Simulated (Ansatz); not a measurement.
**ClF2H2NZr: molecular dynamics**

Purpose: to follow the molecule's vibrations and see whether its bonds hold. The start is relaxed first. Runs: 300 steps of 0.5 fs at constant energy (fourth-order Milne integrator), with velocities drawn for 500 K.

All numbers below are computed with Ansatz 0.2.0 (RHF/def2-SVP).

## Step 1: Starting point

Bond lengths: Zr1–N2 2.210 Å, N2–H3 1.060 Å, N2–H4 1.060 Å, Zr1–F5 1.980 Å, Zr1–F6 1.979 Å, Zr1–Cl7 2.518 Å. Angles: Zr1–N2–H3 120.0°, Zr1–N2–H4 120.0°, H3–N2–H4 120.0°, N2–Zr1–F5 109.4°, N2–Zr1–F6 109.5°, N2–Zr1–Cl7 109.5°, F5–Zr1–F6 109.5°, F5–Zr1–Cl7 109.5°, F6–Zr1–Cl7 109.5°.

Structure file:

```xyz
7

Zr    0.0000    0.0000    0.0000
N     0.0000    0.0000    2.2100
H    -0.8770   -0.2713    2.7400
H     0.8770    0.2713    2.7400
F     1.8671    0.0000   -0.6593
F    -0.9326    1.6157   -0.6593
Cl   -1.1869   -2.0563   -0.8392
```

## Step 2: Preparing the start

Contents of input.yaml:

```yaml
crystal:
  periodic: [false, false, false]
  atoms:
    - { symbol: Zr, position_ang: [0.0, 0.0, 0.0] }
    - { symbol: "N", position_ang: [0.0, 0.0, 2.21] }
    - { symbol: H, position_ang: [-0.877, -0.2713, 2.74] }
    - { symbol: H, position_ang: [0.877, 0.2713, 2.74] }
    - { symbol: F, position_ang: [1.8671, 0.0, -0.6593] }
    - { symbol: F, position_ang: [-0.9326, 1.6157, -0.6593] }
    - { symbol: Cl, position_ang: [-1.1869, -2.0563, -0.8392] }
basis:
  gaussian: { orbitals: def2-SVP }
hamiltonian:
  xc: hf
relax:
  f_tol: 0.02
  max_steps: 40
```

Run with:

```bash
$ ansatz run input.yaml --threads 1 --pin off --max-ram 2048MiB --backend cpu --events-out ev --progress --plain --runs-dir out
```

After this run come: The run.

**Question.** What will these runs give? Wanted: relaxation of the start; temperature, first and last step; temperature, second half; potential energy, second half; largest change of the total energy; bonds formed or broken.

As calculated:

| quantity | value |
| --- | --- |
| relaxation of the start | 12 moves, 0.934 eV lower |
| length | 300 steps of 0.5 fs |
| temperature, first and last step | 500 and 163 K |
| temperature, second half | mean 275 K, from 107 to 412 K |
| potential energy, second half | +21 meV/atom from the start |
| largest change of the total energy | 0.02 meV/atom |
| bonds formed or broken | 0 |

**Reading.** The temperature starts at 500 K and averages 275 K in the second half, where it ranges from 107 to 412 K; a mean near half the start is what vibrations about a minimum give, since they share energy equally between motion and strain. The total energy strays from its start by at most 0.02 meV/atom, under 0.1 % of the mean kinetic energy, which is good for a step of 0.5 fs. The bonds all hold. 150 fs on 7 atoms is far too short and small for converged averages. The nuclei move classically, without zero-point motion, which matters most for hydrogen.
